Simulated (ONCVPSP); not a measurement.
# Cu: the cost of one run

Method: ONCVPSP 4.0.1.1 (patched build), PBE, scalar-relativistic.

### Step 1. The atom and the settings

Typed settings, in words:

| Quantity | Value |
| --- | --- |
| element | copper (Cu, Z = 29) |
| type | optimised norm-conserving Vanderbilt (ONCV) |
| frozen core | [Ne] |
| valence charge | 19 |
| reference configuration | 3s2 3p6 3d10 4s1 |
| partial waves | 3s+4s: rc 1.25 bohr, ncon 5, nbas 8, qcut 11.7 1/bohr, 2 projectors; 3p: rc 0.75 bohr, ncon 4, nbas 8, qcut 12 1/bohr, 2 projectors, debl 0.9 Ha; 3d: rc 0.95 bohr, ncon 5, nbas 10, qcut 13.6 1/bohr, 2 projectors, debl 3.1 Ha |
| local potential | polynomial inside 0.50 bohr (lpopt 1, dvloc0 1 Ha) |
| core correction | polynomial model core, fcfact 0.55 |

An earlier all-electron run gives the scale for the radii.

All-electron outer shells of the reference configuration (PBE, scalar-relativistic, ld1.x):

```csv
shell,level (eV),outermost node (bohr),outermost maximum (bohr)
2p,-916.98,–,0.16
3s,-114.70,0.29,0.61
3p,-72.14,0.26,0.62
3d,-5.04,–,0.60
4s,-4.61,0.89,2.27
4p,-0.70,0.97,3.65
```

### Step 2. Generation

File Cu.dat:

```
# ATOM AND REFERENCE CONFIGURATION
# atsym  z   nc   nv     iexc    psfile
  Cu 29.00    3    4        4      upf
#
#   n    l    f
    1    0    2.00
    2    0    2.00
    2    1    6.00
    3    0    2.00
    3    1    6.00
    3    2   10.00
    4    0    1.00
#
# PSEUDOPOTENTIAL AND OPTIMIZATION
# lmax
    2
#
#   l,   rc,      ep,       ncon, nbas, qcut
    0    1.25    0.00    5    8   11.70
    1    0.75    0.00    4    8   12.00
    2    0.95    0.00    5   10   13.60
#
# LOCAL POTENTIAL
# lloc, lpopt,  rc(5),   dvloc0
    4    1    0.50    1.00
#
# VANDERBILT-KLEINMAN-BYLANDER PROJECTORs
# l, nproj, debl
    0    2    1.30
    1    2    0.90
    2    2    3.10
#
# MODEL CORE CHARGE
# icmod, fcfact, rcfact
    1    0.55    0.00
#
# LOG DERIVATIVE ANALYSIS
# epsh1, epsh2, depsh
   -6.00    5.00    0.04
#
# OUTPUT GRID
# rlmax, drl
    6.00    0.01
#
# TEST CONFIGURATIONS
# ncnf
    4
# nvcnf
#   n    l    f
    4
    3    0    2.00
    3    1    6.00
    3    2   10.00
    4    0    0.00
#
    4
    3    0    2.00
    3    1    6.00
    3    2    9.00
    4    0    0.00
#
    4
    3    0    2.00
    3    1    6.00
    3    2    8.00
    4    0    0.00
#
    4
    3    0    2.00
    3    1    6.00
    3    2   10.00
    4    0    0.50
#
```

The run is started by

```console
$ oncvpsp.x < Cu.dat > Cu.out
```

**Question.** How long does this run take on 1 thread of Intel Xeon Platinum 8375C at 2.90GHz, shared host?

About 5 s.
